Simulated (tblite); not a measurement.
# C4H9BF2Se: the cost of one run

The runs use tblite 0.8.0 and PySCF 2.14.0, with density-fitted response routines of our own; the level of theory stands in each step. All values are computed, except where a source is named. Atoms are numbered from 0 throughout.

## 1. Starting geometry

17 atoms, charge 0, multiplicity 1; geometry from: force field or distance geometry start.

Bonds of the start (Å): C0–Se1 1.97, Se1–C2 1.95, C2–C3 1.52, C3–C4 1.50, C3–B5 1.59, B5–F6 1.45, B5–F7 1.46, C0–H8 1.10, C0–H9 1.12, C0–H10 1.08, C2–H11 1.11, C2–H12 1.10, C3–H13 1.11, C4–H14 1.10, C4–H15 1.10, C4–H16 1.12.

## 2. Geometry optimisation with GFN2-xTB

The job: settings as JSON, then the geometry in Å.

```
{"job": {"kind": "relax", "xc": "GFN2-xTB", "basis": "xTB"}, "charge": 0, "multiplicity": 1}
C      2.853900     0.528900    -0.408100
Se     1.303600    -0.600200    -0.844100
C      0.293100    -0.822100     0.803500
C     -1.091000    -0.211600     0.702600
C     -1.913400    -0.849100    -0.383300
B     -1.056900     1.349200     0.416500
F     -0.519900     1.855500    -0.837000
F     -2.170700     2.113800     0.969600
H      2.903900     1.369300    -1.114300
H      2.712200     0.875700     0.650700
H      3.731800    -0.097700    -0.477500
H      0.178600    -1.905600     1.021900
H      0.824700    -0.302700     1.619100
H     -1.600100    -0.330600     1.683800
H     -1.753400    -0.338400    -1.347500
H     -1.723800    -1.936300    -0.428000
H     -2.979500    -0.686100    -0.089400
```

Started as:

```sh
$ OMP_NUM_THREADS=1 python probes_run.py task.json out
```

The driver reads the jobs from task.json and runs them one after another.

Q: Estimate the wall time and peak memory of this first job on 1 thread of Arm Neoverse N1, shared host.

About 2 s, with a peak of 0.18 GiB.
